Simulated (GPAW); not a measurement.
**AlN: single point with TB-mBJ**

**Measured values to compare with.**

From “Structural and optical properties of self-assembled AlN nanowires grown on SiO2/Si substrates by molecular beam epitaxy”, 2024, arxiv:2402.00216, for a bulk crystal of AlN at 0 K: band gap 6.0343 eV (an exciton energy, a little under the gap).

AlN:

```xyz
4
Lattice="3.1130 0.0000 0.0000 -1.5565 2.6959 0.0000 0.0000 0.0000 4.9810" Properties=species:S:1:pos:R:3 pbc="T T T"
Al    0.0000    1.7973    4.9761
Al    1.5565    0.8986    2.4856
N     0.0000    1.7973    1.8977
N     1.5565    0.8986    4.3882
```

* Program: GPAW 26.7.0
* Task: single point
* Functional: TB-mBJ
* Potentials or basis: GPAW PAW data sets for LDA (gpaw-data 1.2.1)
* Cutoff: 800 eV
* Basis: pw
* k mesh: 7 × 7 × 4
* Occupations: fermi-dirac, width 0.05 eV
* Spin: no spin polarisation

```yaml
Band_gap_on_the_k_mesh: 5.73 eV, direct
```

Levels at points of the mesh, in eV from the valence-band top:
| k point | band 6 | band 7 | band 8 | band 9 | band 10 | band 11 |
| --- | --- | --- | --- | --- | --- | --- |
| (0.00, 0.00, 0.00) | -0.23 | -0.23 | 0.00 | 5.73 | 8.25 | 12.46 |
| (0.00, 0.00, 0.50) | -0.55 | -0.55 | -0.55 | 7.95 | 7.95 | 12.07 |

It took 110 s on 1 thread of AMD EPYC 7R43 64-Core Processor (Zen 3) (shared host), peak memory 0.23 GiB.

A measured gap of AlN is 6.0343 eV (an exciton energy, a little under the gap; 0 K; quoted in “Structural and optical properties of self-assembled AlN nanowires grown on SiO2/Si substrates by molecular beam epitaxy”, 2024, arxiv:2402.00216); the calculated 5.73 eV misses it by -0.31 eV. 2 values of this kind are on record (6.034 to 6.0343 eV); this one was drawn at random. The value is that of TB-mBJ, without temperature or zero-point motion.

Caveat: a model potential gives levels but no total energy.
